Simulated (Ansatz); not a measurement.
# RuTe (zincblende): equation of state

How stiff is RuTe (zincblende)? Energies and pressures are computed at volumes on both sides of the relaxed cell and fitted. The start comes from a prototype table, not from a measured structure.

Computed with Ansatz 0.2.0 (DFT r²SCAN, scalar-relativistic, plane waves, PAW, unless a step's input says otherwise).

3 further runs of the same task are left out: 2 that didn't finish, 1 set aside as unsound or not needed. Runs told in other sessions of the task aren't counted.

### Step 1. The starting structure

The structure is cubic, space group F-43m (No. 216). Conventional cell: a = 5.851 Å, b = 5.851 Å, c = 5.851 Å, α = 90.00°, β = 90.00°, γ = 90.00°. Ru (site symmetry -43m) is surrounded by 4 Te at 2.53 Å. Around Te (site symmetry -43m) lie 4 Ru at 2.53 Å.

As a file:

```cif
data_structure
_symmetry_space_group_name_H-M 'P 1'
_symmetry_Int_Tables_number 1
_cell_length_a 4.1372
_cell_length_b 4.1372
_cell_length_c 4.1372
_cell_angle_alpha 60.000
_cell_angle_beta 60.000
_cell_angle_gamma 60.000
_cell_volume 50.07
loop_
_atom_site_label
_atom_site_type_symbol
_atom_site_fract_x
_atom_site_fract_y
_atom_site_fract_z
_atom_site_occupancy
Ru1 Ru 0.00000 0.00000 0.00000 1
Te1 Te 0.25000 0.25000 0.25000 1
```

An earlier run at r²SCAN left this cell at 25.037 Å³/atom and 0.00 GPa (10×10×10 mesh).

Volume factors to run: 0.980, 1.020, 0.960, 1.040, 1.070.

### Step 2. Scaling the volume by 0.980

input.yaml

```yaml
crystal:
  lattice:
    - [0.0, 2.9058078475, 2.9058078475]
    - [2.9058078475, 0.0, 2.9058078475]
    - [2.9058078475, 2.9058078475, 0.0]
  atoms:
    - { symbol: Ru, position: [0.0, 0.0, 0.0] }
    - { symbol: Te, position: [0.25, 0.25, 0.25] }
basis:
  ecutwfc: 500
  ecutrho_ratio: 4
kpoints:
  mp_grid: { grid: [10, 10, 10] }
hamiltonian:
  xc: r2scan
scf:
  occupations: { method: gaussian, width: 0.05 }
output:
  forces: true
  stress: true
  eigenvalues: true
```

On the command line:

```console
$ ansatz run input.yaml --threads 2 --pin off --max-ram 2662MiB --backend cpu --events-out ev --progress --plain --runs-dir out
```

After this run come: Scaling the volume by 1.020; Scaling the volume by 0.960; At 1.040 of the relaxed volume; Volume × 1.070.

What does the calculation give? Wanted: V0; B0; B0′; scatter of the fit.

**Answer**, as computed:

| quantity | value |
| --- | --- |
| V0 | 25.034 Å³/atom |
| B0 | 105 GPa |
| B0′ | 4.9 |
| scatter of the fit | 0.001 meV/atom |

A third-order Birch–Murnaghan fit puts the minimum at 25.03 Å³/atom with a bulk modulus of 105 GPa. One per cent of compression takes about 1.0 GPa. These are values at 0 K without zero-point motion. Spin–orbit coupling is left out, though the cell holds Te; it can open a gap where p bands cross.
